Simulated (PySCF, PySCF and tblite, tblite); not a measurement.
# C₄H₆NO₂+: a path driven as rotation about a bond, and NMR exchange

One table from this session's results is given with a row withheld; the runs are named, their logs left out.

Programs: PySCF 2.14.0 with density-fitted response routines of our own, and tblite 0.8.0. All values are computed, except where a source is named. Atoms count from 0 throughout.

## The starting structure

13 atoms, charge 1, multiplicity 1; geometry from: force field or distance geometry start.

Bonds of the start (Å): C0–H7 1.09, C0–H8 1.09, C0–H9 1.10, C0–N1 1.45, C2–H10 1.08, C2–O3 1.38, C4–C6 1.38, C4–O5 1.33, C6–H12 1.08, N1–C2 1.31, N1–C6 1.38, O3–C4 1.38, O5–H11 0.97.

Set-up of the first run:

What the job is given:

```
{"job": {"xc": "GFN2-xTB", "basis": "xTB", "kind": "relax"}, "charge": 1, "multiplicity": 1}
C     -1.013900    -2.100500     0.099400
N     -1.019700    -1.395000    -1.165200
C     -0.740100    -0.131300    -1.344600
O     -0.803300     0.280200    -2.663600
C     -1.134300    -0.895000    -3.300400
O     -1.253600    -0.781000    -4.616500
C     -1.266300    -1.934600    -2.408600
H     -1.696900    -2.947800     0.053900
H     -0.006700    -2.455700     0.321700
H     -1.360700    -1.431300     0.904600
H     -0.499600     0.636200    -0.626600
H     -1.068300     0.150900    -4.826800
H     -1.520500    -2.969600    -2.591800
```

Run with:

```bash
$ OMP_NUM_THREADS=1 python ens_run.py task.json out
```

This one command runs the whole study; its stages follow in the order run.

Steps of the session up to this table: GFN2-xTB relaxation, start minimum; Relaxed scan, rotation; Nudged elastic band, leg 1; Saddle search, leg 1; DFT refinement, start: B3LYP-D3(BJ)/def2-SVP; Shieldings, start: PBE0/pcSseg-1; Shieldings, saddle of leg 1: PBE0/pcSseg-1; Shieldings, end: PBE0/pcSseg-1; Barriers, rates and exchange; Single-point energy, saddle of leg 1: PBE0/pcSseg-1; Second level: PBE0/pcSseg-1 + D3(BJ); Shieldings, start: PBE0/cc-pVDZ; Single-point energy, saddle of leg 1: PBE0/cc-pVDZ; Shieldings, end: PBE0/cc-pVDZ; Second level: PBE0/cc-pVDZ + D3(BJ).

One of the session's tables, all rows but one given; the rest of the session is left out.

It belongs to the step «Second level: PBE0/cc-pVDZ + D3(BJ)». Barriers by level (kcal/mol; entropies in cal/(mol K)). Zero-point and thermal terms come from xTB in every row. ΔG‡ leaves symmetry out; the rate counts equivalent paths (a factor of 2); effective ΔG‡, where given, is the barrier that would give that rate by Eyring's equation alone:

```
                 level   ΔE‡  with zero-point   ΔH‡  ΔG‡ (298 K)  ΔE of reaction
              GFN2-xTB  6.89             6.17  5.98         6.24            3.31
 B3LYP-D3(BJ)/def2-SVP  2.73             2.01  1.83         2.08            0.69
PBE0/pcSseg-1 + D3(BJ)     ?                ?     ?            ?               ?
 PBE0/cc-pVDZ + D3(BJ)  2.57             1.85  1.67         1.92            0.48
```

Q: Estimate the row for PBE0/pcSseg-1 + D3(BJ) from the others.

The run gave: ΔE‡: 2.40; with zero-point: 1.68; ΔH‡: 1.50; ΔG‡ (298 K): 1.76; ΔE of reaction: 0.75. In the column «ΔE‡» it is the lowest.
